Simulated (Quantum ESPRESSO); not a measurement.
GeCN2: zone-centre phonons under several settings

```
CELL_PARAMETERS angstrom
1.79379 1.03565 4.92196
-1.79379 1.03565 4.92196
0.00000 -2.07129 4.92196
ATOMIC_POSITIONS crystal
Ge 0.00000 0.00000 0.00000
N 0.58390 0.58390 0.58390
N 0.41610 0.41610 0.41610
C 0.50000 0.50000 0.50000
```

The cell comes from a database or a generator and needn't be the stable form of this composition.

All runs used Quantum ESPRESSO 7.5; potentials GBRV 1.5 PBE; k mesh 4 × 4 × 4, shifted; relaxed cell; no spin polarisation; cutoff 612 eV; occupations smeared at first, fixed for the response.

| level | volume (Å³/atom) | lowest optical mode without the field (cm⁻¹) | highest optical mode without the field (cm⁻¹) | sum of the Born charges (e) |
| --- | --- | --- | --- | --- |
| PBE | ? | ? | ? | ? |
| PBE+D2 | 13.32 | 74i | 1893 | 0.20 |

Question: What stands in the row left open?

Answer: Volume 13.67 Å³/atom; lowest optical mode without the field 96i cm⁻¹; highest optical mode without the field 1883 cm⁻¹; sum of the Born charges 0.17 e.

Values marked i are imaginary: the cell is unstable against those modes at that level, or the meshes are too thin.

Caveats: some modes are imaginary.

For the row left open. Caveat: the mesh is thin for the dielectric tensor, Born charges and intensities, which usually come out too large; some modes are imaginary; the Born charges break their sum rule by 0.17 e, a sign of too thin a mesh.
